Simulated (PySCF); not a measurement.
**Ga₂F⁺: singlet, from a bent start**

The task is one start of a wider search on Ga₂F⁺: the singlet, built as bent. It is relaxed, tested by its Hessian and followed downhill if it is a saddle.

The runs use PySCF 2.14.0; PBE0, basis F def2-TZVP, Ga def2-TZVP, no relativity, density fitting.

### Step 1. Where the work starts

3 atoms, charge 1, spin multiplicity 1.

Bond lengths: F1–Ga2 1.842 Å, F1–Ga3 1.842 Å. Angles: Ga2–F1–Ga3 110.0°.

Coordinates in bohr (charge 1 multiplicity 1):
```
F     0.0000    0.0000    0.0000
Ga    2.8520    0.0000    1.9971
Ga   -2.8520    0.0000    1.9971
```

### Step 2. First SCF at the start

One driver script runs all steps and calls PySCF; scf.py shows how it sets up the SCF of each step. The optimiser is the driver's own. After this first run the driver tries any further starts and a stability analysis.

Input file scf.py:

```python
from pyscf import gto, scf, dft
mol = gto.M(atom='''
F      0.000000     0.000000     0.000000
Ga     1.509200     0.000000     1.056800
Ga    -1.509200     0.000000     1.056800''',
    basis={'F': 'def2-TZVP', 'Ga': 'def2-TZVP'},
    charge=1, spin=0)
mf = dft.RKS(mol, xc='PBE0')
mf.grids.atom_grid = (50, 194)
aux = {'F': 'def2-universal-JKFIT', 'Ga': 'def2-universal-JKFIT'}
mf = mf.density_fit(auxbasis=aux)
mf.conv_tol = 1e-08
mf.diis_space = 10
mf.max_cycle = 60
mf.init_guess = 'minao'
mf.verbose = 4
mf.kernel()
```

On the command line:

```bash
$ OMP_NUM_THREADS=2 python axn.py task.json out
```

After this run come: Bent start, singlet: relaxation; Hessian and properties.

What does the calculation give? Wanted: minimum; geometry; wavenumbers; dipole moment; highest occupied, lowest empty level; polar-tensor charge of F1; zero-point energy.

**Answer**, as computed:

```
                            quantity                              value
                             minimum                       singlet, D∞h
                            geometry  F–Ga 2.006 Å (×2); Ga–F–Ga 180.0°
                  wavenumbers (cm⁻¹)      93 (πu), 190 (σg+), 392 (σu+)
      dipole moment (centre of mass)                             0.00 D
highest occupied, lowest empty level                   -12.84, -6.11 eV
           polar-tensor charge of F1                            -1.01 e
                   zero-point energy                         4.6 kJ/mol
                 entropy at 298.15 K                    291.4 J/(mol K)
```

**Reading.** The bent start (C2v) ends in a minimum of D∞h symmetry. The strongest infrared band lies at 392 cm⁻¹ (σu+). Other starts or spin states, not run here, may lie lower.
